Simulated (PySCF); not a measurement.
# C3H6AlGeN: the cost of one run

Computed with PySCF 2.14.0 and routines of our own; the level stands in each step. Atoms count from 0.

## 1. The system as given

12 atoms, charge 0, multiplicity 1; geometry from: GFN2-xTB.

## 2. Geometry optimisation at PBE0-D3(BJ)/def2-SVP

Job settings and geometry (Å):

```
{"job": {"xc": "PBE0", "basis": "def2-SVP", "d3": "d3bj", "grid": 1, "maxiter": 30, "shake": 0.01, "kind": "geom"}, "charge": 0, "multiplicity": 1}
C     -0.862700    -0.762430    -0.446820
N     -1.000030    -1.737800    -1.033490
Al    -0.651140    -2.004160    -2.941240
C     -0.040880    -0.046850    -3.287420
C      0.015400     1.032750    -2.530920
Ge    -0.400880     1.122370    -0.603780
H      0.561020    -3.012190    -2.968350
H     -1.992740    -2.378060    -3.549170
H      0.204150     0.132580    -4.310310
H      0.338260     2.005630    -2.893400
H     -1.601750     1.904650    -0.137210
H      0.728120     1.342710     0.384360
```

The run is started by

```
OMP_NUM_THREADS=1 python heavy_run.py task.json out
```

The driver reads the jobs from task.json and runs them one after another.

**Question.** How long does this first job take on 1 thread of Arm Neoverse V1, shared host, and how much memory does it need?

About 84 s, with a peak of 0.55 GiB.
